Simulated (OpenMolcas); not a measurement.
**Ni³⁺ among point charges: CASSCF and CASPT2 levels and susceptibility**

Aim: the splitting of the states of Ni³⁺ in the field of 4 point charges, its lowest levels with spin-orbit coupling and its magnetic susceptibility.

Program: OpenMolcas 26.06. Level of theory: state-averaged CASSCF and CASPT2, spin-orbit coupling by RASSI with atomic mean-field integrals. These are calculated values, not measurements, unless marked.

## 1. Starting point

```
Species                           : Ni³⁺ (nickel, Z = 28, 25 electrons)
Basis                             : ANO-RCC-VDZP [5s4p2d1f], 34 functions
Scalar Hamiltonian                : DKH2, point nucleus
Inactive shells                   : 1s 2s 2p 3s 3p
Active space                      : 7 electrons in 5 orbitals (3d)
Some configurations of this space : 3d⁷
Orbitals                          : optimised for each spin and parity, averaged over all roots
```

The outer shells:

3d7
```
3d [↑↓][↑↓][↑ ][↑ ][↑ ]
```

The ion sits among 4 point charges of -2 e arranged as a tetrahedron (Td), 1.73 Å from the ion.

The work runs as a chain of OpenMolcas steps in one folder; each step below is one input file. Labels, J, g values, rates, χT and fits are worked out afterwards by a script from the matrices that RASSI stores.

## 2. Basis and integrals

Contents of a.inp:

```
&GATEWAY
Coord
1

Ni 0.0 0.0 0.0
Basis=ANO-RCC-VDZP
Group=NoSym
NoMove
AngMom=0.0 0.0 0.0
AMFI
XField
4 Angstrom 0
0.998816 0.998816 0.998816 -2.000000
0.998816 -0.998816 -0.998816 -2.000000
-0.998816 0.998816 -0.998816 -2.000000
-0.998816 -0.998816 0.998816 -2.000000
&SEWARD
```

Launch:

```bash
OMP_NUM_THREADS=1 MOLCAS_MEM=1689 MOLCAS_PROJECT=a pymolcas a.inp > a.log
```

## 3. Reference wave functions, quartets, 10 roots

Contents of a.inp:

```
&RASSCF
FileOrb=start.orb
Symmetry=1
Spin=4
nActEl=7 0 0
Inactive=9
Ras2=5
CIRoot=10 10 1
SDav=10
CIMx=300
Iter=120 100
PrWF=0.3
OrbListing=Nothing
MaxOrb=0
>>> COPY $Project.JobIph JOB001
```

start.orb holds the contracted functions of the basis, ordered by shell, or the orbitals of the step before.

## 4. Reference wave functions, doublets, 40 roots

Contents of a.inp:

```
&RASSCF
FileOrb=start.orb
Symmetry=1
Spin=2
nActEl=7 0 0
Inactive=9
Ras2=5
CIRoot=40 40 1
SDav=40
CIMx=300
Iter=120 100
PrWF=0.3
OrbListing=Nothing
MaxOrb=0
>>> COPY $Project.JobIph JOB002
```

## 5. RASSI: spin-orbit coupling between the states

Contents of a.inp:

```
&RASSI
NrOfJobIphs=2 10 40
1 2 3 4 5 6 7 8 9 10
1 2 3 4 5 6 7 8 9 10 11 12 13 14 15 16 17 18 19 20 21 22 23 24 25 26 27
28 29 30 31 32 33 34 35 36 37 38 39 40
IphNames
JOB001
JOB002
EJob
SpinOrbit
DIPRint=1.0
SOCoupling=1000.0
Subsets=2
Property=9
'ANGMOM' 1 'ANGMOM' 2 'ANGMOM' 3 'MLTPL  1' 1 'MLTPL  1' 2 'MLTPL  1' 3
'AMFI' 1 'AMFI' 2 'AMFI' 3
SOProperty=3
'ANGMOM' 1 'ANGMOM' 2 'ANGMOM' 3
```

## 6. CASPT2: IPEA 0.25, imaginary shift 0.1 (closed shells correlated: 3s 3p)

Contents of a.inp:

```
>>> COPY JOB001 $Project.JobIph
&CASPT2
Multistate=10 1 2 3 4 5 6 7 8 9 10
NoMult
Frozen=5
IPEA=0.25
Imaginary=0.1
MaxIter=60
WThr=0.0 0.3 0.05
PrWF=0.5
NoMix
>>> COPY JOB002 $Project.JobIph
&CASPT2
Multistate=40 1 2 3 4 5 6 7 8 9 10 11 12 13 14 15 16 17 18 19 20 21 22
23 24 25 26 27 28 29 30 31 32 33 34 35 36 37 38 39 40
NoMult
Frozen=5
IPEA=0.25
Imaginary=0.1
MaxIter=60
WThr=0.0 0.3 0.05
PrWF=0.5
NoMix
```

(Steps that only read results are left out.)

Before running it: what results should come out? Wanted: spin-free ground state; first state of the same spin within the active space; lowest level; next level.

The runs gave:

| quantity | value |
| --- | --- |
| method | SS-CASPT2, IPEA 0.25, imaginary shift 0.1 (closed shells correlated: 3s 3p) |
| spin-free ground state | 4A2, 1-fold in its orbital part |
| first state of the same spin within the active space | 4T2 at 2040 cm⁻¹ |
| lowest level | 4-fold Γ8 |
| next level | 1833.4 cm⁻¹ |
| χT at 300 K | 3.70 cm³ K/mol |
| effective moment at 300 K | 5.44 μB |

Cost by method:

```csv
method,time of its own steps,time with the reference
A. CASSCF,12 s,12 s
"B. SS-CASPT2, IPEA 0.25, imaginary shift 0.1, +3s 3p",4.4 s,17 s
```

Times are of one thread on a shared host.

What this shows: The spin-free ground state (4A2) comes to 100 % from free-ion F terms and keeps the highest spin of the shell. χT at 300 K is 3.70, against 1.88 cm³ K/mol for the spin alone, so orbital moment adds to it. A ligand-field fit to the states below 45000 cm-1 gives 10Dq = -2139 cm-1, B = 1219 cm-1 and C = 4772 cm-1 (C/B = 3.91), with a deviation of 449 cm-1. CASPT2 does not keep the components of a term degenerate, and the means are used. The field of point charges can differ much from that of real complexes. This is an electrostatic model: the charges have no orbitals.
